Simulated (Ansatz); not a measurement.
# MoC (triplet): from Hartree-Fock to the top rungs, def2-QZVPP

An exercise on one series of results from a longer session: the logs are not shown, and one member is left open.

The runs use Ansatz 0.2.0, Gaussian basis; def2-QZVPP, core rule «outside noble gas», up to 5 orbitals frozen.

The runs, in order: UHF; ROHF; CCSD(T) on UHF.

2 further runs of the same task are left out: 2 set aside as unsound or not needed.

## The geometry

The geometry is a PBE0/def2-TZVP stationary point (not a proven minimum). No spin-orbit coupling is included. Elements past krypton take def2 core potentials.

2 atoms, charge 0, spin multiplicity 3.

Atoms are counted from 1 here; the program's logs count them from 0.

Bond lengths: Mo1–C2 1.654 Å.

As a file:

```xyz
2
CMo
Mo    0.0000    0.0000    0.0000
C     0.0000    0.0000    1.6536
```

Set-up of the first run:

File in.yaml:

```yaml
crystal:
  periodic: [false, false, false]
  atoms:
    - {symbol: Mo, position_ang: [0.000000, 0.000000, 0.000000]}
    - {symbol: C, position_ang: [0.000000, 0.000000, 1.653600]}
basis:
  gaussian: {orbitals: "def2-QZVPP.json"}
magnetization: {spin_polarized: true, initial_magnetization: 2}
hamiltonian: {xc: hf}
output: {orbitals: {seedname: orbitals}}
```

Run with:

```console
> ansatz run in.yaml --threads 1 --pin off --events-out ev --progress --plain --max-ram 2560MiB --backend cpu
```

Among the steps run: UHF; ROHF; CCSD(T) on UHF.

One table of the session follows, with a row left open; its other results are not shown here.

| method | from UCCSD(T) (meV) |
| --- | --- |
| ROHF | ? |
| UHF | +9308.1 |
| UMP2 | +1597.0 |
| UCCSD | +661.4 |
| UCCSD(T) | 0 |

Q: Estimate the row for ROHF from the others.

The run gave: from UCCSD(T) (meV): +10629.0. In the column «from UCCSD(T) (meV)» it is the highest.

Caveats from the session: The determinant is far from a pure spin state, so its energy mixes those of several spin states (harmless only where they are near-degenerate, as at dissociation).
